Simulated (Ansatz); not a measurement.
# CH3BClSi−: two vibrations frozen in

Aim: map the energy of CH₃BClSi, SMILES ClB1C[SiH-]1, charge −1 over two coordinates, and find its wells, ridges and stiffness.

Method: RKS B3LYP-D4/def2-SVPD; program: Ansatz 0.2.0.

## Step 1: The starting structure

SMILES `ClB1C[SiH-]1`, 7 atoms, charge -1, spin multiplicity 1.

Atoms are counted from 1 here; the program's logs count them from 0.

Bond lengths: Cl1–B2 1.834 Å, B2–C3 1.500 Å, B2–Si4 1.961 Å, C3–H5 1.102 Å, C3–H6 1.110 Å, Si4–H7 1.562 Å. Angles: Cl1–B2–C3 126.8°, Cl1–B2–Si4 143.2°, C3–B2–Si4 78.2°, B2–C3–H5 122.3°, B2–C3–H6 123.7°, H5–C3–H6 112.3°, B2–Si4–H7 87.5°.

As a file:

```
atom    x (Å)    y (Å)    z (Å)
 Cl1  -2.2390  -0.7775   0.6209
  B2  -0.5886  -0.5622  -0.1499
  C3   0.6973  -0.2463   0.5540
 Si4   0.3841   0.4444  -1.5230
  H5   1.6474  -0.7409   0.2934
  H6   0.7534   0.2893   1.5245
  H7  -0.6546   1.5932  -1.3199
```

This geometry comes from a loose relaxation at PBE in a small basis, which is not shown.

## Step 4: Setting up the map

- normal mode 1 (130 cm⁻¹): 11 values from −1.388 to 1.388 amu½·Å
- normal mode 5 (510 cm⁻¹): 11 values from −0.647 to 0.647 amu½·Å

Nothing else is relaxed (straight displacements along the two mass-weighted modes). Energies count from the relaxed molecule at the same level. Points are written as (first, second).

Displacement patterns for an amplitude of 1 (Å):

| atom | x1 | y1 | z1 | x2 | y2 | z2 |
| --- | --- | --- | --- | --- | --- | --- |
| Cl1 | -0.031 | -0.026 | 0.039 | 0.001 | -0.004 | 0.004 |
| B2 | -0.083 | -0.001 | -0.048 | 0.021 | -0.009 | -0.001 |
| C3 | -0.016 | 0.086 | -0.159 | -0.008 | -0.002 | 0.059 |
| Si4 | 0.074 | -0.008 | 0.043 | -0.006 | 0.010 | -0.064 |
| H5 | -0.071 | -0.166 | -0.077 | -0.017 | -0.335 | 0.351 |
| H6 | 0.052 | 0.229 | -0.223 | -0.143 | 0.283 | -0.065 |
| H7 | 0.147 | 0.043 | 0.129 | 0.164 | 0.058 | 0.673 |

(The set-up runs are not shown.)

## Step 5: The run at (−0.555 amu½·Å, 0.130 amu½·Å)

Contents of input.yaml:

```yaml
crystal:
  periodic: [false, false, false]
  atoms:
    - { symbol: Cl, position_ang: [-2.199554, -0.696376, 0.616041] }
    - { symbol: B, position_ang: [-0.498468, -0.554676, -0.108329] }
    - { symbol: C, position_ang: [0.708771, -0.351975, 0.711538] }
    - { symbol: Si, position_ang: [0.285561, 0.4464, -1.603072] }
    - { symbol: H, position_ang: [1.724522, -0.579533, 0.359825] }
    - { symbol: H, position_ang: [0.67707, 0.048622, 1.738511] }
    - { symbol: H, position_ang: [-0.735765, 1.600026, -1.426135] }
total_charge: -1
basis:
  gaussian: { orbitals: def2-SVPD }
hamiltonian:
  xc: { name: B3LYP }
  dispersion: d4
output:
  forces: true
```

Command:

```bash
ansatz run input.yaml --threads 1 --pin off --max-ram 2560MiB --backend cpu --events-out ev --progress --plain --runs-dir out
```

The session goes on with these runs: the other points that were computed.

What does the calculation give? Wanted: lowest point; highest computed point; largest force on an atom.

**Answer**, as computed:

| quantity | value |
| --- | --- |
| lowest point | (0.000 amu½·Å, 0.000 amu½·Å), 0.0 kJ/mol |
| highest computed point | (1.388 amu½·Å, 0.647 amu½·Å), 81.5 kJ/mol above the lowest |
| largest force on an atom (eV/Å) | 0.00 at (0.000 amu½·Å, 0.000 amu½·Å) to 3.54 at (−1.388 amu½·Å, −0.647 amu½·Å); 0.00 at the lowest point |
| time for the whole task | 13 min on 1 thread, shared host |

The lowest computed point is at (0.000 amu½·Å, 0.000 amu½·Å), 0.0 kJ/mol from the relaxed molecule at the same level. The grid shows no other well, apart from its symmetry copies. The highest computed point, (1.388 amu½·Å, 0.647 amu½·Å), lies 81.5 kJ/mol above the lowest. Round the minimum the two coordinates are nearly uncoupled.
